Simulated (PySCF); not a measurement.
**TeSH2: one geometry, several methods**

Aim: at the PBE0 minimum of singlet TeSH2, found before, compare methods on energies and levels.

Program: PySCF 2.14.0. Level of theory: several methods, basis Te def2-TZVP with ECP28, S def2-TZVP, H def2-TZVP, scalar-relativistic core potentials, no spin–orbit coupling, density fitting. These are calculated values, not measurements.

### Step 1. Where the work starts

4 atoms, charge 0, spin multiplicity 1.

Bond lengths: Te1–S2 2.244 Å, Te1–H3 1.692 Å, Te1–H4 1.692 Å. Angles: S2–Te1–H3 104.9°, S2–Te1–H4 104.9°, H3–Te1–H4 86.5°.

```xyz
4
charge 0 multiplicity 1
Te    0.1878    0.3255   -0.2142
S    -0.8042   -1.3934    0.8322
H     1.6537    0.5450    0.6027
H    -0.3554    1.7045    0.6027
```

### Step 2. PBE0

The steps are one call of a driver around PySCF; scf.py gives each level's set-up. Each SCF starts from the density of the minimum. The driver also runs the species with one electron less or more at the same geometry (one less: multiplicity 2, one more: multiplicity 2); their logs are not shown.

Contents of scf.py:

```python
from pyscf import gto, scf, dft
mol = gto.M(atom='''
Te     0.187846     0.325495    -0.214161
S     -0.804162    -1.393434     0.832162
H      1.653669     0.545027     0.602712
H     -0.355407     1.704501     0.602744''',
    basis={'Te': 'def2-TZVP', 'S': 'def2-TZVP', 'H': 'def2-TZVP'},
    ecp={'Te': 'def2-TZVP'},
    charge=0, spin=0)
mf = dft.RKS(mol, xc='PBE0')
mf.grids.atom_grid = (75, 302)
aux = {'Te': 'def2-universal-JKFIT', 'S': 'def2-universal-JKFIT', 'H': 'def2-universal-JKFIT'}
mf = mf.density_fit(auxbasis=aux)
mf.kernel()
```

### Step 3. HF

Edit scf.py of step 2 so:

```diff
@@ -10,2 +10 @@
-mf = dft.RKS(mol, xc='PBE0')
-mf.grids.atom_grid = (75, 302)
+mf = scf.RHF(mol)
```

### Step 4. PBE

Edit scf.py of step 3 so:

```diff
@@ -10 +10,2 @@
-mf = scf.RHF(mol)
+mf = dft.RKS(mol, xc='PBE')
+mf.grids.atom_grid = (75, 302)
```

(Steps that only read results are left out.)

Q: Predict the outcome of this session. Wanted: atomisation energy, range; vertical ionisation energy, range; vertical electron affinity; orbital gap, range.

The runs gave:

```
                         quantity                         value
        atomisation energy, range  405 (HF) to 800 (PBE) kJ/mol
vertical ionisation energy, range    7.38 (HF) to 8.51 (PBE) eV
       vertical electron affinity        negative in this basis
               orbital gap, range   3.14 (PBE) to 10.54 (HF) eV
```

The atomisation energy spreads over 395 kJ/mol, from HF to PBE; without a CCSD(T) value for it there is no yardstick here. The vertical electron affinity comes out negative at every level, so the value hangs on the basis and the levels are not ranked on it; without diffuse functions even a bound anion can come out this way.  Spin–orbit coupling is left out.
